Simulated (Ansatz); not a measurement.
**C₂H₂BrF₃: geometry at several levels**

The task here is to estimate one member of a computed series from the others.

Program: Ansatz 0.2.0. Level of theory: the levels named in each step. These are calculated values, not measurements.

## The structure to begin with

Bond lengths: F1–C2 1.344 Å, C2–F3 1.337 Å, C2–F4 1.330 Å, C2–C5 1.516 Å, C5–Br6 1.932 Å, C5–H7 1.086 Å, C5–H8 1.094 Å. Angles: F1–C2–F3 106.8°, F1–C2–F4 106.8°, F1–C2–C5 109.9°, F3–C2–F4 107.5°, F3–C2–C5 112.7°, F4–C2–C5 112.8°, C2–C5–Br6 110.3°, C2–C5–H7 109.3°, C2–C5–H8 109.1°, Br6–C5–H7 108.9°, Br6–C5–H8 108.3°, H7–C5–H8 110.9°.

Coordinates:

```xyz
8

F    -2.0711   -1.3096   -0.8902
C    -1.2478   -0.4651   -0.2451
F    -1.6576    0.7734   -0.5394
F    -1.4472   -0.6529    1.0566
C     0.1869   -0.7220   -0.6637
Br    1.3805    0.4916    0.2507
H     0.4583   -1.7419   -0.4072
H     0.2826   -0.5511   -1.7396
```

The first run:

Contents of input.yaml:

```yaml
crystal:
  periodic: [false, false, false]
  atoms:
    - { symbol: F, position_ang: [-2.05661055, -1.33334255, -0.91445478] }
    - { symbol: C, position_ang: [-1.26511629, -0.46023938, -0.24141578] }
    - { symbol: F, position_ang: [-1.67444846, 0.78654941, -0.5451339] }
    - { symbol: F, position_ang: [-1.45891859, -0.65808723, 1.07609413] }
    - { symbol: C, position_ang: [0.18003666, -0.70519095, -0.65283102] }
    - { symbol: Br, position_ang: [1.42910699, 0.48488133, 0.24156922] }
    - { symbol: H, position_ang: [0.45514527, -1.74488364, -0.39976471] }
    - { symbol: H, position_ang: [0.27535497, -0.54724698, -1.74211317] }
basis:
  gaussian: { orbitals: STO-3G }
hamiltonian:
  xc: hf
relax:
  f_tol: 0.002
  max_steps: 150
```

Command:

```console
$ ansatz run input.yaml --threads 4 --pin off --max-ram 10240MiB --backend cpu --events-out ev --progress --plain --runs-dir out
```

Among the steps run: Relaxation, HF/STO-3G; Relaxation, HF/def2-SVP; Relaxation, LDA/def2-SVP; Relaxation, PBE-D4/def2-SVP.

One of the session's tables, all rows but one given; the rest of the session is left out.

| level | F1–C2 (Å) | C2–F3 (Å) | C2–F4 (Å) | dipole (D) |
| --- | --- | --- | --- | --- |
| HF/STO-3G | 1.3738 | 1.3718 | 1.3718 | 1.54 |
| HF/def2-SVP | 1.3187 | 1.3109 | 1.3109 | 2.04 |
| LDA/def2-SVP | 1.3377 | 1.3288 | 1.3287 | 1.68 |
| PBE-D4/def2-SVP | ? | ? | ? | ? |

Estimate the missing values for PBE-D4/def2-SVP.

The run gave: F1–C2 (Å): 1.3574; C2–F3 (Å): 1.3466; C2–F4 (Å): 1.3466; dipole (D): 1.66. In the column «F1–C2 (Å)» it lies between LDA/def2-SVP (1.3377) and HF/STO-3G (1.3738).
